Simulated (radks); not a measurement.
# Pt²⁻ held by a Watson sphere

The task here is to estimate one member of a computed series from the others.

The numbers are computed with radks (a radial shooting solver on a logarithmic mesh, Libxc functionals) version 1 (scalar-relativistic Kohn-Sham, LDA (Slater exchange, Perdew-Wang correlation), spin-polarised, spherical densities, finite nucleus), except any that are marked as measured or tabulated.

**Starting point**

```
element            : platinum (Z = 78)
charge             : -2
electrons          : 80
configuration      : [Hg]
nuclear rms radius : 5.427 fm
```

The outer shells:

Pt²⁻
```
[Xe] core
4f [↑↓][↑↓][↑↓][↑↓][↑↓][↑↓][↑↓]
5d [↑↓][↑↓][↑↓][↑↓][↑↓]
6s [↑↓]
```

Set-up of the first run:

Input:

```text
Z 78
configuration [Hg]
relativity scalar-relativistic
functional lda,pw
spin polarised
nucleus finite rms 5.427 fm
c 137.035999084
watson charge 2 radius 2.66 bohr
response adiabatic LDA kernel
```

Steps of the session up to this table: R = 2.66 bohr; R = 3.04 bohr; R = 3.14 bohr; R = 3.56 bohr; R = 3.68 bohr; R = 3.85 bohr; R = 3.86 bohr; R = 5.6 bohr; R = 6.58 bohr.

One table of the session follows, with a row left open; its other results are not shown here.

```
R (bohr)  highest level (eV)  its <r> (bohr)  sum of <r²> (bohr²)  α (bohr³)
    2.66              -6.340           1.799                78.51      48.80
    3.04              -5.557           1.834                82.15      58.23
    3.14                   ?               ?                    ?          ?
    3.56              -4.633           1.870                86.96      74.49
    3.68              -4.441           1.877                88.05      78.84
    3.85              -4.182           1.886                89.57      85.41
    3.86              -4.167           1.886                89.65      85.81
     5.6              -2.226           1.950                104.9      194.3
    6.58              -1.555           1.980                114.1      319.6
```

**Question.** Estimate the row for R (bohr) = 3.14.

Worked estimate for «highest level (eV)». A straight line through the neighbours (3.04, -5.557) and (3.56, -4.633) gives -5.557 + (-4.633 + 5.557) × (3.14 − 3.04) / (3.56 − 3.04) = -5.379; a parabola fitted to 4 rows on both sides gives -5.367.

The run gave: highest level (eV): -5.367; its <r> (bohr): 1.842; sum of <r²> (bohr²): 83.09; α (bohr³): 61.05. In «highest level (eV)» the line misses by -0.012 and the parabola by 0.000.

What this shows: From R = 2.66 to 6.58 bohr the top level moves from -6.340 to -1.555 eV and its mean radius from 1.80 to 1.98 bohr. A wider sphere makes a shallower well, so the ion swells.
